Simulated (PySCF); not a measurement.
**C3H9BSi: electronic excitations and core binding energies**

What electronic excitations and core binding energies should C3H9BSi (`B[C@@H]([SiH3])C=C`) show?

Computed with PySCF 2.14.0, with density-fitted response routines of our own, on a single molecule in the gas phase. Atoms are numbered from 0 throughout.

### Step 1. The starting structure

14 atoms, charge 0, multiplicity 1; geometry from: GFN2-xTB.

Bonds of the start (Å): B0–C1 1.54, C1–Si2 1.94, C1–C3 1.49, C3–C4 1.32, B0–H5 1.17, B0–H6 1.17, C1–H7 1.09, Si2–H8 1.46, Si2–H9 1.46, Si2–H10 1.46, C3–H11 1.08, C4–H12 1.08, C4–H13 1.08.

### Step 2. TDDFT and polarisability: CAM-B3LYP/def2-SVPD

What the job is given:

```
{"job": {"kind": "uv", "xc": "CAM-B3LYP", "basis": "def2-SVPD", "nstates": 8, "ntriplets": 3}, "charge": 0, "multiplicity": 1}
B     -0.276847     1.832789    -0.264336
C      0.152807     0.437425     0.239670
Si    -1.520321    -0.378464     0.775854
C      0.782269    -0.478962    -0.745821
C      1.850558    -1.220452    -0.504766
H     -0.519265     2.008368    -1.396421
H     -0.395848     2.715405     0.495815
H      0.754211     0.463113     1.152888
H     -2.167637     0.417286     1.820238
H     -2.421865    -0.517244    -0.369171
H     -1.184834    -1.706104     1.296032
H      0.317870    -0.504387    -1.723110
H      2.338936    -1.213946     0.456668
H      2.289286    -1.855298    -1.255705
```

Level: TDDFT CAM-B3LYP/def2-SVPD, vertical, gas phase, core orbitals frozen in the response.

Launch:

```console
$ OMP_NUM_THREADS=1 python probes_run.py task.json out
```

One launch serves the whole session: the jobs run in the order shown.

The program printed:

```text
coarse grid: 11552 points
cycle   1  E = -433.6466194287  dE =  3.212e-01  |g| = 3.009e-01  |ddm| = 5.725e+00
cycle   2  E = -433.6619258179  dE = -1.531e-02  |g| = 2.195e-01  |ddm| = 9.780e-01
cycle   3  E = -433.6749567003  dE = -1.303e-02  |g| = 3.284e-02  |ddm| = 4.126e-01
cycle   4  E = -433.6752888719  dE = -3.322e-04  |g| = 9.642e-03  |ddm| = 1.049e-01
cycle   5  E = -433.6753164515  dE = -2.758e-05  |g| = 2.400e-03  |ddm| = 2.452e-02
cycle   6  E = -433.6753181490  dE = -1.697e-06  |g| = 9.802e-04  |ddm| = 6.129e-03
final grid: 105112 points
cycle   7  E = -433.7435835382  dE = -2.377e-05  |g| = 3.203e-03  |ddm| = 7.975e-02
cycle   8  E = -433.7435835926  dE = -5.438e-08  |g| = 3.328e-03  |ddm| = 1.230e-02
cycle   9  E = -433.7435865184  dE = -2.926e-06  |g| = 3.791e-04  |ddm| = 4.932e-03
cycle  10  E = -433.7435865508  dE = -3.236e-08  |g| = 1.549e-04  |ddm| = 7.515e-04
cycle  11  E = -433.7435865575  dE = -6.691e-09  |g| = 2.661e-05  |ddm| = 3.164e-04
cycle  12  E = -433.7435865577  dE = -2.456e-10  |g| = 5.814e-06  |ddm| = 7.432e-05
converged SCF energy = -433.7435865577

Static polarisability (au): isotropic 79.244, principal 67.251 76.157 94.325

Singlet excitations
state   eV       nm        f      main configurations
  1   4.9713    249.4   0.02979   H->L 0.94
  2   6.1100    202.9   0.00317   H-1->L 0.83
  3   6.7161    184.6   0.00836   H-2->L 0.68, H-6->L 0.16
  4   6.7527    183.6   0.37335   H->L+1 0.83
  5   6.8435    181.2   0.03890   H->L+2 0.71, H->L+3 0.14
  6   7.3982    167.6   0.00795   H->L+6 0.40, H->L+4 0.29, H->L+5 0.20
  7   7.5561    164.1   0.03903   H->L+3 0.55, H->L+6 0.15, H->L+2 0.10
  8   7.6481    162.1   0.01887   H-3->L 0.79

Triplet excitations (Tamm-Dancoff, eV): 4.2356 4.5947 5.4604
```

It took 39 s on 1 thread of Arm Neoverse N1, shared host; peak memory 0.76 GiB.

Frontier orbitals and where they lie:

| orbital | eV | atoms |
| --- | --- | --- |
| HOMO−3 | -11.29 | Si2 33 %, H9 27 %, C1 11 % |
| HOMO−2 | -10.85 | Si2 18 %, C1 17 %, H10 16 % |
| HOMO−1 | -10.70 | B0 27 %, C1 17 %, H5 16 % |
| HOMO | -8.41 | C4 34 %, C3 27 %, C1 14 % |
| LUMO | -0.38 | B0 45 %, Si2 13 %, C1 13 % |
| LUMO+1 | 1.09 | C4 22 %, C3 20 %, Si2 20 % |
| LUMO+2 | 1.21 | B0 35 %, Si2 22 %, C4 8 % |

With each of the 8 states as a Gaussian band of 0.4 eV half-width at 1/e, the curve within the window shown has maxima at 249 nm (ε 1,200), 183 nm (ε 17,000) L/(mol cm). Beyond the last state computed it falls off for lack of states. The curve at chosen wavelengths:

```tsv
nm	ε (L/mol/cm)
156	1092
161	2389
166	3202
171	5269
176	10797
181	16259
186	16095
192	9684
197	4509
202	1666
207	546
212	191
217	106
222	141
227	278
232	509
237	791
242	1044
247	1189
253	1169
258	1016
263	798
268	574
273	381
278	235
283	137
```

Further results of this job:

| property | computed |
| --- | --- |
| dipole moment (D) | 0.55 |
| polarisability (Å³) | 11.74 |
| HOMO–LUMO gap (eV) | 8.02 |
| −ε(HOMO) (eV) | 8.41 |

### Step 3. Core holes by ΔSCF: SCAN, X2C

The job, as its differences from that of step 2:

```diff
@@ -1,2 +1,2 @@
-{"job": {"kind": "uv", "xc": "CAM-B3LYP", "basis": "def2-SVPD", "nstates": 8, "ntriplets": 3}, "charge": 0, "multiplicity": 1}
+{"job": {"kind": "xps"}, "charge": 0, "multiplicity": 1}
 B     -0.276847     1.832789    -0.264336
```

With the program's defaults for keys left out, this is: delta-SCF UKS SCAN, pcX-2 on the ionised atom, pcseg-1 elsewhere, spin-free X2C.

The program printed:

```text
ground state, core basis on atom 0 (B), 150 functions
  cycle   1  E = -434.44777514  |g| = 4.54e-01
  cycle   2  E = -434.40854872  |g| = 5.76e-01
  cycle   3  E = -434.50844309  |g| = 6.11e-02
  cycle   4  E = -434.50921730  |g| = 4.00e-02
  cycle   5  E = -434.50959853  |g| = 1.38e-02
  cycle   6  E = -434.50965162  |g| = 3.89e-03
  cycle   7  E = -434.50965519  |g| = 8.26e-04
  cycle   8  E = -434.50965740  |g| = 2.39e-04
  E(ground) = -434.54822781 Eh
hole in B 1s of atom 0
  cycle   1  E = -426.90382231  |g| = 1.16e+00
  cycle   2  E = -425.17718336  |g| = 1.89e+00
  cycle   3  E = -427.08765869  |g| = 5.95e-01
  cycle   4  E = -427.27997518  |g| = 2.75e-01
  cycle   5  E = -427.32376560  |g| = 1.04e-01
  cycle   6  E = -427.33077802  |g| = 7.74e-02
  cycle   7  E = -427.33356512  |g| = 5.36e-02
  cycle   8  E = -427.33498864  |g| = 3.65e-02
  cycle   9  E = -427.33623086  |g| = 2.00e-02
  cycle  10  E = -427.33651354  |g| = 4.46e-03
  cycle  11  E = -427.33652758  |g| = 5.31e-03
  cycle  12  E = -427.33655502  |g| = 1.66e-03
  cycle  13  E = -427.33656499  |g| = 9.56e-04
  cycle  14  E = -427.33656712  |g| = 5.38e-04
  cycle  15  E = -427.33656808  |g| = 1.81e-04
  E(ion) = -427.37417583 Eh   <S^2> = 1.2069   hole on atom = 1.000   binding energy = 195.216 eV
ground state, core basis on atom 1 (C), 150 functions
  cycle   1  E = -434.51843024  |g| = 5.69e-02
  cycle   2  E = -434.51841415  |g| = 1.60e-02
  cycle   3  E = -434.51839077  |g| = 1.80e-02
  cycle   4  E = -434.51847861  |g| = 2.45e-03
  cycle   5  E = -434.51847830  |g| = 6.66e-04
  cycle   6  E = -434.51847858  |g| = 1.34e-04
  E(ground) = -434.55615917 Eh
hole in C 1s of atom 1
  cycle   1  E = -423.27628821  |g| = 1.52e+00
  cycle   2  E = -422.35511147  |g| = 1.96e+00
  cycle   3  E = -423.75513515  |g| = 4.55e-01
  cycle   4  E = -423.78599779  |g| = 3.57e-01
  cycle   5  E = -423.85738920  |g| = 6.71e-02
  cycle   6  E = -423.85929673  |g| = 1.52e-02
  cycle   7  E = -423.85940623  |g| = 7.22e-03
  cycle   8  E = -423.85943951  |g| = 1.63e-03
  cycle   9  E = -423.85944338  |g| = 9.92e-04
  cycle  10  E = -423.85944600  |g| = 6.31e-04
  cycle  11  E = -423.85944801  |g| = 4.82e-04
  E(ion) = -423.89522956 Eh   <S^2> = 0.7689   hole on atom = 1.000   binding energy = 290.099 eV
ground state, core basis on atom 2 (Si), 161 functions
  cycle   1  E = -434.61130928  |g| = 2.86e-01
  cycle   2  E = -434.61135506  |g| = 3.45e-02
  cycle   3  E = -434.61128713  |g| = 2.99e-02
  cycle   4  E = -434.61143984  |g| = 1.07e-02
  cycle   5  E = -434.61146953  |g| = 2.78e-03
  cycle   6  E = -434.61147276  |g| = 2.54e-04
  E(ground) = -434.60742278 Eh
hole in Si 1s of atom 2
  cycle   1  E = -365.67889651  |g| = 4.35e+00
  cycle   2  E = -365.60190416  |g| = 2.19e+00
  cycle   3  E = -366.16355694  |g| = 9.37e-01
  cycle   4  E = -366.65247079  |g| = 3.82e-01
  cycle   5  E = -366.71308609  |g| = 2.33e-01
  cycle   6  E = -366.74196603  |g| = 6.35e-02
  cycle   7  E = -366.74392508  |g| = 1.90e-02
  cycle   8  E = -366.74412629  |g| = 5.70e-03
  cycle   9  E = -366.74414412  |g| = 1.71e-03
  cycle  10  E = -366.74414570  |g| = 5.92e-04
  cycle  11  E = -366.74414676  |g| = 4.92e-04
  E(ion) = -366.74769187 Eh   <S^2> = 0.7528   hole on atom = 1.000   binding energy = 1846.557 eV
hole in Si 2p of atom 2
  cycle   1  E = -430.33645220  |g| = 1.23e+00
  cycle   2  E = -430.07661526  |g| = 1.17e+00
  cycle   3  E = -430.58168944  |g| = 3.57e-01
  cycle   4  E = -430.65329419  |g| = 1.51e-01
  cycle   5  E = -430.66158751  |g| = 9.13e-02
  cycle   6  E = -430.66616248  |g| = 2.15e-02
  cycle   7  E = -430.66641151  |g| = 5.28e-03
  cycle   8  E = -430.66642899  |g| = 2.09e-03
  cycle   9  E = -430.66643278  |g| = 9.45e-04
  cycle  10  E = -430.66643372  |g| = 7.66e-04
  cycle  11  E = -430.66643677  |g| = 6.44e-04
  cycle  12  E = -430.66644050  |g| = 5.17e-04
  cycle  13  E = -430.66644426  |g| = 3.72e-04
  E(ion) = -430.67344202 Eh   <S^2> = 0.7544   hole on atom = 1.002   binding energy = 107.049 eV
  2p3/2 = 106.830 eV   2p1/2 = 107.453 eV
ground state, core basis on atom 3 (C), 150 functions
  cycle   1  E = -434.51946204  |g| = 6.00e-02
  cycle   2  E = -434.51940667  |g| = 2.81e-02
  cycle   3  E = -434.51938580  |g| = 3.03e-02
  cycle   4  E = -434.51961230  |g| = 8.09e-03
  cycle   5  E = -434.51963226  |g| = 1.12e-03
  cycle   6  E = -434.51963319  |g| = 2.23e-04
  E(ground) = -434.55704796 Eh
hole in C 1s of atom 3
  cycle   1  E = -423.26494321  |g| = 1.51e+00
  cycle   2  E = -422.39779955  |g| = 1.94e+00
  cycle   3  E = -423.72546186  |g| = 4.99e-01
  cycle   4  E = -423.78401720  |g| = 3.19e-01
  cycle   5  E = -423.84020232  |g| = 7.48e-02
  cycle   6  E = -423.84332095  |g| = 1.99e-02
  cycle   7  E = -423.84364340  |g| = 9.89e-03
  cycle   8  E = -423.84378303  |g| = 6.18e-03
  cycle   9  E = -423.84387380  |g| = 4.58e-03
  cycle  10  E = -423.84395870  |g| = 3.28e-03
  cycle  11  E = -423.84398480  |g| = 1.45e-03
  cycle  12  E = -423.84399044  |g| = 6.69e-04
  cycle  13  E = -423.84399017  |g| = 1.85e-04
  E(ion) = -423.88027531 Eh   <S^2> = 0.8359   hole on atom = 1.000   binding energy = 290.530 eV
ground state, core basis on atom 4 (C), 150 functions
  cycle   1  E = -434.51887785  |g| = 6.33e-02
  cycle   2  E = -434.51792263  |g| = 6.81e-02
  cycle   3  E = -434.51880243  |g| = 3.60e-02
  cycle   4  E = -434.51914861  |g| = 6.29e-03
  cycle   5  E = -434.51915854  |g| = 5.92e-04
  cycle   6  E = -434.51915832  |g| = 1.94e-04
  E(ground) = -434.55685678 Eh
hole in C 1s of atom 4
  cycle   1  E = -423.28833410  |g| = 1.51e+00
  cycle   2  E = -422.46130141  |g| = 1.86e+00
  cycle   3  E = -423.77888813  |g| = 4.17e-01
  cycle   4  E = -423.82960609  |g| = 2.62e-01
  cycle   5  E = -423.86954459  |g| = 6.17e-02
  cycle   6  E = -423.87118731  |g| = 1.41e-02
  cycle   7  E = -423.87127767  |g| = 8.46e-03
  cycle   8  E = -423.87131913  |g| = 3.06e-03
  cycle   9  E = -423.87132793  |g| = 1.27e-03
  cycle  10  E = -423.87133003  |g| = 4.11e-04
  E(ion) = -423.90799729 Eh   <S^2> = 0.7776   hole on atom = 1.000   binding energy = 289.770 eV
```

Wall time 1.9 min (1 thread of Arm Neoverse N1, shared host); peak memory 0.59 GiB.

The holes in one table. −ε is the ground-state orbital energy:

| hole | stands for | environment | ΔSCF (eV; 2p as the shell's mean) | −ε (eV) | ⟨S²⟩ |
| --- | --- | --- | --- | --- | --- |
| B1s on B0 | B0 | boron bonded to C, 2 H | 195.22 (doubtful) | 180.1 | 1.207 |
| C1s on C1 | C1 | allylic sp3 CH bonded to B and Si | 290.10 | 273.6 | 0.769 |
| Si1s on Si2 | Si2 | silicon bonded to C, 3 H | 1846.56 | 1793.5 | 0.753 |
| Si2p on Si2 | Si2 | silicon bonded to C, 3 H | 107.04 | 96.4 | 0.754 |
| C1s on C3 | C3 | alkene CH | 290.53 | 273.9 | 0.836 |
| C1s on C4 | C4 | terminal =CH2 carbon | 289.77 | 273.3 | 0.778 |

Doubtful: the ion did not converge, its hole moved, or its ⟨S²⟩ is well above 0.75.

With the spin-orbit splitting: Si2 2p3/2 106.83, 2p1/2 107.45 eV. The table gives each 2p level as the mean over the whole 2p shell (two parts 2p3/2, one part 2p1/2), which differs a little from the single hole in the log.

### Step 4. Results

| quantity | value |
| --- | --- |
| lowest singlet (CAM-B3LYP/def2-SVPD) | 4.97 eV (249 nm), f = 0.030 |
| brightest single state of those computed | state 4, 6.75 eV, f = 0.373 |
| lowest triplet | 4.24 eV |
| C1s binding energies, SCAN/pcX-2 | C3 290.53, C1 290.10, C4 289.77 eV |
| Si1s binding energies, SCAN/pcX-2 | Si2 1846.56 eV |
| Si2p binding energies, SCAN/pcX-2 | Si2 107.04 eV |

**Reading.** The first singlet state (HOMO→LUMO 0.94) lies at 4.97 eV and is weak; of the 8 states computed, the strongest absorption comes from state 4 at 6.75 eV. The lowest triplet lies 0.74 eV below the lowest singlet (triplets in Tamm-Dancoff, singlets in full TDDFT). The C1s levels kept as sound span 0.76 eV, from C4 (terminal =CH2 carbon) up to C3 (alkene CH).
